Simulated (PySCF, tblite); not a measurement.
**C2H12BNP2: infrared bands and NMR shifts**

Aim: predict the infrared bands and NMR shifts of C2H12BNP2 (`[BH3-][P@+](C)(N)CP`).

The runs use tblite 0.8.0 and PySCF 2.14.0, with density-fitted response routines of our own; the level of theory stands in each step. All values are computed, except where a source is named. Atoms are numbered from 0 throughout.

## Step 1: The molecule as given

18 atoms, charge 0, multiplicity 1; geometry from: GFN2-xTB.

Bonds of the start (Å): B0–P1 1.91, P1–C2 1.84, P1–N3 1.68, P1–C4 1.86, C4–P5 1.86, B0–H6 1.19, B0–H7 1.20, B0–H8 1.19, C2–H9 1.09, C2–H10 1.09, C2–H11 1.09, N3–H12 1.01, N3–H13 1.01, C4–H14 1.10, C4–H15 1.09, P5–H16 1.40, P5–H17 1.39.

## Step 2: Vibrational analysis with GFN2-xTB

The job: settings as JSON, then the geometry in Å.

```
{"job": {"kind": "ir", "xc": "GFN2-xTB", "basis": "xTB"}, "charge": 0, "multiplicity": 1}
B     -0.212606    -1.131278     1.687514
P      0.434496    -0.077255     0.225531
C      1.877835    -0.674355    -0.738079
N      0.987050     1.430084     0.718779
C     -0.762478     0.265253    -1.154565
P     -2.212059     1.199452    -0.447077
H      0.712341    -1.212528     2.433177
H     -1.125845    -0.495541     2.127544
H     -0.542815    -2.175518     1.219008
H      2.215675     0.080956    -1.446002
H      1.610711    -1.586228    -1.267785
H      2.679228    -0.895925    -0.036884
H      0.941714     2.172949     0.029300
H      0.546839     1.722853     1.582356
H     -0.276525     0.885411    -1.915889
H     -1.078998    -0.676162    -1.605805
H     -3.009778     1.077798    -1.585015
H     -2.793544     0.096350     0.162235
```

**Question.** This job is followed by: GIAO PBE0/pcSseg-1 NMR shielding, non-relativistic, gas phase. What will the session give for the following? strongest single infrared mode (GFN2-xTB); zero-point energy (GFN2-xTB); ¹³C shifts against TMS (PBE0/pcSseg-1); ¹H shifts against TMS (PBE0/pcSseg-1, means over atoms taken as alike); ¹¹B shifts against BF3·OEt2 (PBE0/pcSseg-1); ³¹P shifts against H3PO4 (PBE0/pcSseg-1); ¹⁵N shifts against NH3 (PBE0/pcSseg-1).

The runs gave:

| quantity | value |
| --- | --- |
| strongest single infrared mode (GFN2-xTB) | 2440 cm⁻¹, 193 km/mol |
| zero-point energy (GFN2-xTB) | 85.8 kcal/mol |
| ¹³C shifts against TMS (PBE0/pcSseg-1) | 24.7, 23.4 ppm |
| ¹H shifts against TMS (PBE0/pcSseg-1, means over atoms taken as alike) | 2.94, 2.41, 1.43, 1.39, 1.19, 0.64 ppm |
| ¹¹B shifts against BF3·OEt2 (PBE0/pcSseg-1) | -50.6 ppm |
| ³¹P shifts against H3PO4 (PBE0/pcSseg-1) | 39.5, -203.1 ppm |
| ¹⁵N shifts against NH3 (PBE0/pcSseg-1) | 42.1 ppm |

What this shows: No mode is imaginary among the 48: a minimum at this level. The strongest single mode, at 2440 cm⁻¹, moves mainly H8. Unscaled tight-binding wavenumbers are off by several per cent, some by more. Its intensities can rank the bands wrongly. At PBE0/pcSseg-1: The largest span, 119 ppm, is at P5, where the paramagnetic term is -445 ppm.
